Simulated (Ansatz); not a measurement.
Write a Python script for the Ansatz DFT code, driven from Python that makes an atomisation energy of AlH3Se3, SMILES [SeH][Al]([SeH])[SeH]. Level of theory (for the species named): PBE0, def2-SVP basis, multiplicity 1.

```xyz
7

Se   -2.4341    0.0407    0.2621
Al   -0.1962   -0.6344    0.1546
Se    1.1494   -0.5208    2.1078
Se    0.8092   -1.4056   -1.9197
H    -2.0585    1.5102   -0.1311
H     1.6059    0.9250    1.7576
H     1.1856    0.0169   -2.2770
```

`tae_alh3se3.py`:
```python
# -*- coding: utf-8 -*-
"""Atomisation energy of AlH3Se3 at the given geometry."""

from collections import Counter

import ansatz as az

BASIS_SET = "def2-SVP"
XC = "pbe0"


def total_energy(molecule, charge=0, unpaired=0):
    calc = (
        molecule.calculation()
        .basis(gaussian=BASIS_SET)
        .functional(XC)
    )
    if charge:
        calc = calc.charge(charge)
    if unpaired:
        calc = calc.spin("collinear", total=unpaired)
    report = calc.run(threads=1).report
    if report["published_state_doubts"]:
        print("  doubts:", report["published_state_doubts"])
    return report["free_energy_ev"]


def main():
    geometry_ang = [
        ("Se", [-2.4341, 0.0407, 0.2621]),
        ("Al", [-0.1962, -0.6344, 0.1546]),
        ("Se", [1.1494, -0.5208, 2.1078]),
        ("Se", [0.8092, -1.4056, -1.9197]),
        ("H", [-2.0585, 1.5102, -0.1311]),
        ("H", [1.6059, 0.925, 1.7576]),
        ("H", [1.1856, 0.0169, -2.277]),
    ]
    geometry = az.Crystal.molecule()
    for symbol, xyz in geometry_ang:
        geometry = geometry.atom(symbol, xyz)

    # unpaired electrons of the ground-state atoms
    unpaired = {"Se": 2, "Al": 1, "H": 1}
    counts = Counter(site.symbol for site in geometry.cartesian_sites)
    atom_energy = {s: total_energy(az.Crystal.molecule().atom(s, (0, 0, 0)), 0, unpaired[s]) for s in counts}
    whole = total_energy(geometry, 0, 0)
    for s, e in atom_energy.items():
        print(f"{s:2s} x{counts[s]}  {e:14.5f} eV")
    print(f"AlH3Se3: {whole:.5f} eV")
    split = sum(counts[s] * e for s, e in atom_energy.items()) - whole
    print(f"atomisation energy (no zero-point term): {split:.3f} eV, {split / sum(counts.values()):.3f} eV an atom")


if __name__ == "__main__":
    main()
```

```console
$ python tae_alh3se3.py
Se x3    -65332.11615 eV
Al x1     -6589.62994 eV
H  x3       -13.61361 eV
AlH3Se3: -202645.20634 eV
atomisation energy (no zero-point term): 18.387 eV, 2.627 eV an atom
```

18.387 eV from the electronic energies, without the zero-point term.

These settings explore the input space; basis and method may be short of convergence. The geometry is a force-field or estimated start, not a minimum of this method, and the basis set is short of its limit. All parts are taken at fixed geometry, without zero-point energy. The spin-orbit lowering of heavy atoms is left out. It ran for 8.4 s on 1 thread of Arm Neoverse V1, on a shared host, peak memory 0.42 GiB.
